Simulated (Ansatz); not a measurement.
# BF₃H₄O (built from SMILES F.FBF.O): a barrier at many levels of theory

How high is the barrier of this step (B1–O6 tightened, H2–H7 formed, H5–F8 formed, B1–H2 broken, H5–O6 broken, H7–F8 broken), and how far do cheaper methods land from CCSD(T)?

Computed with Ansatz 0.2.0, Gaussian basis. Level: single points in def2-TZVPP on PBE0-D4/def2-TZVP structures.

Levels: SPW92, PBE-D4, BLYP-D4, r2SCAN-D4, B97M-V, PBE0-D4, B3LYP-D4, r2SCAN0-D4, BHLYP-D4, CAM-B3LYP-D4, wB97X-V, wB97M-V, B2PLYP, PBE-QIDH, RPA on PBE, Hartree-Fock, MP2, CCSD, CCSD(T). The reference is CCSD(T) at the basis limit, from triple and quadruple zeta. Zero-point energies come from PBE0-D4 vibrations.

Correlated methods freeze the cores. B3LYP uses VWN-RPA correlation. B2PLYP carries no dispersion term here.

32 further runs of the same task are left out: 32 set aside as unsound or not needed.

## 1. Start, saddle and end, as given

Charge 0, multiplicity 1. The folders r, ts and p hold the start, the saddle and the end; their coordinates stand in the first inputs.

```csv
pair,r (Å),ts (Å),p (Å)
B1–O6,1.680,1.498,1.358
H2–H7,1.655,0.939,0.748
H5–F8,1.793,1.164,0.933
B1–H2,1.226,1.403,3.207
H5–O6,0.978,1.176,1.757
H7–F8,0.938,1.236,2.771
```

## 2. wB97M-V/def2-TZVPP

Input file r/in.yaml:

```yaml
crystal:
  periodic: [false, false, false]
  atoms:
    - {symbol: B, position_ang: [-0.502157, -0.824287, 0.062154]}
    - {symbol: H, position_ang: [-1.305105, 0.062182, -0.208048]}
    - {symbol: F, position_ang: [-0.652658, -1.968308, -0.635070]}
    - {symbol: F, position_ang: [-0.256012, -0.990023, 1.392540]}
    - {symbol: H, position_ang: [0.957589, 0.763520, -0.299528]}
    - {symbol: O, position_ang: [0.937571, -0.187794, -0.523429]}
    - {symbol: H, position_ang: [-0.801636, 1.595714, 0.157012]}
    - {symbol: F, position_ang: [-0.061097, 2.171180, 0.143763]}
    - {symbol: H, position_ang: [1.683404, -0.622283, -0.089295]}
basis:
  gaussian: {orbitals: def2-TZVPP}
hamiltonian: {xc: {name: wB97M-V}}
```

Input file ts/in.yaml:

```yaml
crystal:
  periodic: [false, false, false]
  atoms:
    - {symbol: B, position_ang: [-0.324022, -0.789119, 0.079344]}
    - {symbol: H, position_ang: [-1.182802, 0.277415, 0.386468]}
    - {symbol: F, position_ang: [-0.938255, -1.407090, -0.936144]}
    - {symbol: F, position_ang: [-0.208353, -1.447245, 1.250506]}
    - {symbol: H, position_ang: [0.725534, 0.959175, -0.446230]}
    - {symbol: O, position_ang: [0.982158, -0.182647, -0.333447]}
    - {symbol: H, position_ang: [-0.749879, 1.043775, 0.058290]}
    - {symbol: F, position_ang: [0.031293, 1.892068, -0.385452]}
    - {symbol: H, position_ang: [1.664226, -0.346430, 0.326766]}
basis:
  gaussian: {orbitals: def2-TZVPP}
hamiltonian: {xc: {name: wB97M-V}}
```

Input file p/in.yaml:

```yaml
crystal:
  periodic: [false, false, false]
  atoms:
    - {symbol: B, position_ang: [0.106945, -1.329712, -0.087750]}
    - {symbol: H, position_ang: [-1.913980, 0.900132, 1.019286]}
    - {symbol: F, position_ang: [-0.733757, -1.427652, -1.088225]}
    - {symbol: F, position_ang: [0.056757, -2.204418, 0.899712]}
    - {symbol: H, position_ang: [0.767287, 1.245729, -0.830578]}
    - {symbol: O, position_ang: [1.025615, -0.330073, -0.096719]}
    - {symbol: H, position_ang: [-1.493933, 1.334283, 0.578940]}
    - {symbol: F, position_ang: [0.586122, 2.129369, -1.069694]}
    - {symbol: H, position_ang: [1.598844, -0.317760, 0.675128]}
basis:
  gaussian: {orbitals: def2-TZVPP}
hamiltonian: {xc: {name: wB97M-V}}
```

No record of the launch command was kept for these runs.

Further steps of the session: CCSD(T)/def2-TZVPP; MP2/def2-QZVPP; Vibrations of the start structure; Vibrations of the end structure.

What does the calculation give? Wanted: barrier, CCSD(T)/CBS; reverse barrier, CCSD(T)/CBS; step energy, CCSD(T)/CBS; barrier with zero-point energy; step energy with zero-point energy; imaginary mode at the saddle; largest T1 diagnostic.

The runs gave:

```
                          quantity         value
              barrier, CCSD(T)/CBS   80.7 kJ/mol
      reverse barrier, CCSD(T)/CBS  158.3 kJ/mol
          step energy, CCSD(T)/CBS  -77.6 kJ/mol
    barrier with zero-point energy   68.7 kJ/mol
step energy with zero-point energy  -99.0 kJ/mol
      imaginary mode at the saddle    1260i cm⁻¹
             largest T1 diagnostic         0.012
```

**Reading.** The functionals run from BHLYP-D4, off by +5.4 kJ/mol, to SPW92, off by -70.8 kJ/mol, against CCSD(T)/CBS. Mean unsigned error by rung: LDA 70.8, GGA 33.1, meta-GGA 20.8, hybrid 15.2, range-separated hybrid 10.1, double hybrid 8.9 kJ/mol. PBE-D4 gives a barrier 39.1 kJ/mol too low, outside chemical accuracy (1 kcal/mol, 4.2 kJ/mol). Every functional without exact exchange puts the barrier too low, the usual mark of self-interaction error, which favours the spread-out density of a saddle. The barrier rises with the share of exact exchange, from BLYP-D4 through B3LYP-D4 to BHLYP-D4 (-27.1, -15.2, +5.4 kJ/mol). Hartree-Fock, with no correlation, is off by +50.9 kJ/mol. Zero-point motion lowers the barrier by 12.0 kJ/mol.
